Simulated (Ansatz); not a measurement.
Run this with Ansatz 0.2.0 through its Python package and show what comes out.

The script, `run_kconv.py`:
```python
# -*- coding: utf-8 -*-
"""Convergence of Mo3Pt with the k-point mesh."""

import warnings

import ansatz as az

warnings.simplefilter("ignore", az.DeckWarning)

lattice = az.Lattice.of(
    (3.973984, 0.0, 0.0),
    (0.0, 3.973984, 0.0),
    (0.0, 0.0, 3.973984),
)
sites = [
    ("Mo", (0.0, 0.5, 0.5)),
    ("Mo", (0.5, 0.0, 0.5)),
    ("Mo", (0.5, 0.5, 0.0)),
    ("Pt", (0.0, 0.0, 0.0)),
]
mo3pt = az.Crystal(lattice=lattice)
for symbol, position in sites:
    mo3pt = mo3pt.atom(symbol, position)

base = (
    mo3pt.calculation()
    .basis(420)  # a bare number is in eV
    .occupations("methfessel_paxton", width=0.1)
    .functional(az.Functional.LDA)
    .forces()
    .stress()  # GPa
)

rows = []
for value in [1.0, 0.6, 0.4, 0.3]:
    data = base.kpoints(spacing=value).run().report
    rows.append((value, data["free_energy_ev"] / len(data["lattice"]["sites"]), data["n_iterations"], sum(data["stress_gpa"][i][i] for i in range(3)) / 3, max(abs(f) for row in data["forces_ev_ang"] for f in row), data["n_kpoints"]))

print("spacing (1/A)   F/atom (eV)    iterations       P (GPa)  max component (eV/A)      k-points")
for row in rows:
    print(f"{str(row[0]):>12s}  {row[1]:12.5f}  {row[2]:12d}  {row[3]:12.3f}  {row[4]:20.4f}  {row[5]:12d}")

# the last row is the reference
for row in rows[:-1]:
    shift = 1000 * (row[1] - rows[-1][1])
    print(f"{row[0]}: {shift:+.2f} meV/atom" + ("  (within 1 meV)" if abs(shift) < 1 else ""))
```

```console
$ python run_kconv.py
spacing (1/A)   F/atom (eV)    iterations       P (GPa)  max component (eV/A)      k-points
         1.0   -6693.12103             8       -10.274                0.0000             4
         0.6   -6693.55018             6       -15.290                0.0000             4
         0.4   -6693.48620             6       -14.574                0.0000            10
         0.3   -6693.46913             6       -14.733                0.0000            20
1.0: +348.10 meV/atom
0.6: -81.05 meV/atom
0.4: -17.07 meV/atom
```

Caveats:
- Forces vanish by symmetry here and test nothing.
- Pressure is positive in compression.
- Spin-orbit coupling, which matters for elements this heavy, is left out.
- At these settings the cell as given stands under about -15 GPa, so it isn't at this functional's equilibrium volume.
- This cell is a computed structure, which may not be the phase found in nature.
- Shifts are counted from the finest mesh, which is itself no proven limit.
- Run time: 4.7 s on 1 thread of Arm Neoverse V2, with other jobs on the host, peak memory 0.4 GiB.

(A comment or docstring line of the script was reworded after the run, the code is as it ran; lines on the test bed's own set-up are left out of the output.)
